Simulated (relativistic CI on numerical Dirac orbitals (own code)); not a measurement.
**Yb⁶⁵⁺: how the levels respond to the fine-structure constant and the nuclear radius**

Aim: the factor q = dE/dx of each excitation energy, x = (α/α0)² − 1, by finite differences, and the field-shift factor by the mean square nuclear radius, for the lowest 30 levels.

The numbers are computed with relativistic CI on numerical Dirac orbitals (own code) version 3 (Dirac-Coulomb-Breit CI, KLI orbitals optimised for each configuration, derivatives by finite differences), except any that are marked as measured or tabulated.

## (1) The atom as given

| Property | Result |
| --- | --- |
| ion | Yb⁶⁵⁺ (Yb LXVI) |
| nuclear charge | 70 |
| electrons | 5 |
| isotope | A = 174 |
| first configuration | [He] 2s2 2p |

The outer shells:

[He] 2s2 2p1
```
[He] core
2s [↑↓]
2p [↑ ][  ][  ]
```

## (2) Levels and derivatives

The run's settings:

```ini
atom Yb  Z=70  charge=65  electrons=5
nucleus A=174  rms_radius_fm=5.3108
hamiltonian dirac-coulomb  breit=on  qed=off  c_scale=1
orbitals kli  potential=per-configuration
slater_scale 1
correlation none
mixing on
configurations
  [He] 2s2 2p
  [He] 2s 2p2
  [He] 2p3
  [He] 2p2 3s
  [He] 2p2 3p
  [He] 2p2 3d
  [He] 2s2 3s
  [He] 2s2 3p
end
derivatives alpha2 +-0.01 radius +-1%
```

Before running it: what results should come out? Wanted: lowest level; largest q in size, lowest 30 levels; largest K in size within the lowest configuration; largest field-shift factor among them.

As calculated:

| quantity | value |
| --- | --- |
| lowest level | 2p 2P°1/2 |
| largest q in size, lowest 30 levels | 3.420e+07 cm⁻¹ (2p3 [2p3/2^3] J=3/2°) |
| largest K in size within the lowest configuration | 2.39 (2p 2P°3/2) |
| largest field-shift factor among them | -4.29e+04 GHz/fm² (2p3 [2p3/2^3] J=3/2°) |

In words: Among these levels the largest q belongs to 2p3 [2p3/2^3] J=3/2°, a change of configuration. The fine-structure partner 2P°3/2 has K = 2.39, away from the 2 of a pure α² interval, since levels mix. K = 2q/E, the relative sensitivity of a level, hangs on the computed energy: between configurations that lie close it can be off by a factor of several.
